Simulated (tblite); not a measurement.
# B3GeH8N: the cost of one run

Computed with tblite 0.8.0 and PySCF 2.14.0, with density-fitted response routines of our own, on a single molecule in the gas phase. Atoms are numbered from 0 throughout.

## (1) Starting geometry

13 atoms, charge 0, multiplicity 1; geometry from: force field or distance geometry start.

Bonds of the start (Å): B0–N1 1.51, N1–B2 1.53, N1–B3 1.53, B3–Ge4 2.02, B0–H5 1.18, B0–H6 1.19, B2–H7 1.19, B2–H8 1.18, B3–H9 1.19, Ge4–H10 1.56, Ge4–H11 1.54, Ge4–H12 1.55.

## (2) Optimising the geometry with GFN2-xTB

What the job is given:

```
{"job": {"kind": "relax", "xc": "GFN2-xTB", "basis": "xTB"}, "charge": 0, "multiplicity": 1}
B     -1.570200     1.317500    -0.705100
N     -0.863500     0.022500    -0.373400
B     -1.621400    -0.709100     0.740300
B      0.529100     0.364000     0.162100
Ge     2.106100    -0.785700    -0.354500
H     -1.410500     1.801300    -1.771900
H     -1.903400     2.067500     0.154800
H     -1.952700    -0.118500     1.719400
H     -1.491900    -1.877500     0.848800
H      0.665000     1.147700     1.044700
H      2.351400    -0.640600    -1.886800
H      3.361100    -0.324300     0.418500
H      1.796500    -2.264300    -0.014700
```

Launch:

```
> OMP_NUM_THREADS=1 python probes_run.py task.json out
```

The driver reads the jobs from task.json and runs them one after another.

Q: Estimate the wall time of this first job on 1 thread of Arm Neoverse N1, shared host.

About 1.2 s.
